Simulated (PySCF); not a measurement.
# Rh⁺, Rh²⁺: ionisation energy in x2c-TZVPall

Aim: the ionisation energy of rhodium from differences of total energies, at each level of theory, and how far each lands from the tabulated value where there is one.

Program: PySCF 2.14.0. Level of theory: unrestricted determinants in a Gaussian basis, no spin-orbit coupling in the energies. These are calculated values, not measurements, unless marked.

### Step 1. Starting point

| Item | Value |
| --- | --- |
| Element | rhodium (Z = 45) |
| Basis | x2c-TZVPall (8s6p6d1f, 63 functions) |
| Hamiltonian | scalar relativity by spin-free X2C-1e |
| State 1 | Rh⁺: [Kr] 4d8, high-spin 3F determinant |
| State 2 | Rh²⁺: [Kr] 4d7, high-spin 4F determinant |
| Methods | UHF, r2SCAN, PBE, MP2 |
| Core shells frozen in the correlated runs | valence: [Kr] (for Rh⁺) |

Outer shells as boxes (Hund's rule):

Rh+ [Kr] 4d8
```
[Kr] core
4d [↑↓][↑↓][↑↓][↑ ][↑ ]
```

Rh2+ [Kr] 4d7
```
[Kr] core
4d [↑↓][↑↓][↑ ][↑ ][↑ ]
```

The runs were made by one driver on top of PySCF. The scripts below sum up each run's settings (the driver also hands on starting orbitals that pick excited configurations, and frozen orbitals as a list rather than a count), and the logs come from the driver's own runs. The driver starts from symmetry-adapted Hartree-Fock orbitals, holds the occupation by maximum overlap and uses a logarithmic radial grid for functionals, so a plain start would take other cycles.

The driver's launch:

```bash
$ OMP_NUM_THREADS=1 python atomrun2.py TASK.json OUT
```

The integrals over 63 functions and the set-up took 2.2 s of CPU time.

### Step 2. Rh⁺, method by method

Level: UHF.

Contents of input.py:

```python
from pyscf import gto, scf, dft, mp, cc
import basis_set_exchange as bse
mol = gto.M(atom="Rh 0 0 0", charge=1, spin=2, symmetry="D2h",
            basis=gto.basis.parse(bse.get_basis("x2c-TZVPall", elements=["Rh"], fmt="nwchem", header=False)),
            nucmod="G")
mf = scf.UHF(mol).sfx2c1e()
mf.irrep_nelec = {'Ag': (8, 6), 'B1g': (2, 2), 'B2g': (2, 2), 'B3g': (2, 2), 'B1u': (3, 3), 'B2u': (3, 3), 'B3u': (3, 3)}
mf.kernel()
```

Level: r2SCAN.

input.py, as changed from the run before:

```diff
@@ -5,3 +5,3 @@
             nucmod="G")
-mf = scf.UHF(mol).sfx2c1e()
+mf = dft.UKS(mol, xc="R2SCAN").sfx2c1e()
 mf.irrep_nelec = {'Ag': (8, 6), 'B1g': (2, 2), 'B2g': (2, 2), 'B3g': (2, 2), 'B1u': (3, 3), 'B2u': (3, 3), 'B3u': (3, 3)}
```

Level: PBE.

input.py, as changed from the run before:

```diff
@@ -5,3 +5,3 @@
             nucmod="G")
-mf = dft.UKS(mol, xc="R2SCAN").sfx2c1e()
+mf = dft.UKS(mol, xc="PBE").sfx2c1e()
 mf.irrep_nelec = {'Ag': (8, 6), 'B1g': (2, 2), 'B2g': (2, 2), 'B3g': (2, 2), 'B1u': (3, 3), 'B2u': (3, 3), 'B3u': (3, 3)}
```

Level: MP2 (valence).

input.py, as changed from the run before:

```diff
@@ -5,4 +5,5 @@
             nucmod="G")
-mf = dft.UKS(mol, xc="PBE").sfx2c1e()
+mf = scf.UHF(mol).sfx2c1e()
 mf.irrep_nelec = {'Ag': (8, 6), 'B1g': (2, 2), 'B2g': (2, 2), 'B3g': (2, 2), 'B1u': (3, 3), 'B2u': (3, 3), 'B3u': (3, 3)}
 mf.kernel()
+mp.UMP2(mf, frozen=18).kernel()
```

### Step 3. Rh²⁺, method by method

Level: UHF.

Contents of input.py:

```python
from pyscf import gto, scf, dft, mp, cc
import basis_set_exchange as bse
mol = gto.M(atom="Rh 0 0 0", charge=2, spin=3, symmetry="D2h",
            basis=gto.basis.parse(bse.get_basis("x2c-TZVPall", elements=["Rh"], fmt="nwchem", header=False)),
            nucmod="G")
mf = scf.UHF(mol).sfx2c1e()
mf.irrep_nelec = {'Ag': (8, 7), 'B1g': (2, 2), 'B2g': (2, 1), 'B3g': (2, 1), 'B1u': (3, 3), 'B2u': (3, 3), 'B3u': (3, 3)}
mf.kernel()
```

Level: r2SCAN.

input.py, as changed from the run before:

```diff
@@ -5,3 +5,3 @@
             nucmod="G")
-mf = scf.UHF(mol).sfx2c1e()
+mf = dft.UKS(mol, xc="R2SCAN").sfx2c1e()
 mf.irrep_nelec = {'Ag': (8, 7), 'B1g': (2, 2), 'B2g': (2, 1), 'B3g': (2, 1), 'B1u': (3, 3), 'B2u': (3, 3), 'B3u': (3, 3)}
```

Level: PBE.

input.py, as changed from the run before:

```diff
@@ -5,3 +5,3 @@
             nucmod="G")
-mf = dft.UKS(mol, xc="R2SCAN").sfx2c1e()
+mf = dft.UKS(mol, xc="PBE").sfx2c1e()
 mf.irrep_nelec = {'Ag': (8, 7), 'B1g': (2, 2), 'B2g': (2, 1), 'B3g': (2, 1), 'B1u': (3, 3), 'B2u': (3, 3), 'B3u': (3, 3)}
```

Level: MP2 (valence).

input.py, as changed from the run before:

```diff
@@ -5,4 +5,5 @@
             nucmod="G")
-mf = dft.UKS(mol, xc="PBE").sfx2c1e()
+mf = scf.UHF(mol).sfx2c1e()
 mf.irrep_nelec = {'Ag': (8, 7), 'B1g': (2, 2), 'B2g': (2, 1), 'B3g': (2, 1), 'B1u': (3, 3), 'B2u': (3, 3), 'B3u': (3, 3)}
 mf.kernel()
+mp.UMP2(mf, frozen=18).kernel()
```

What does the calculation give?

As calculated:

| quantity | value |
| --- | --- |
| ionisation energy, Rh⁺ | UHF 16.162, MP2 (valence) 17.434 eV; reference 18.08 |

The methods span 2.320 eV, from UHF (16.162) to PBE (18.482). The reference is uncertain or not like for like (spin-orbit coupling or other relativistic terms), so no ranking of close methods is drawn. The basis is finite, and no extrapolation was made.
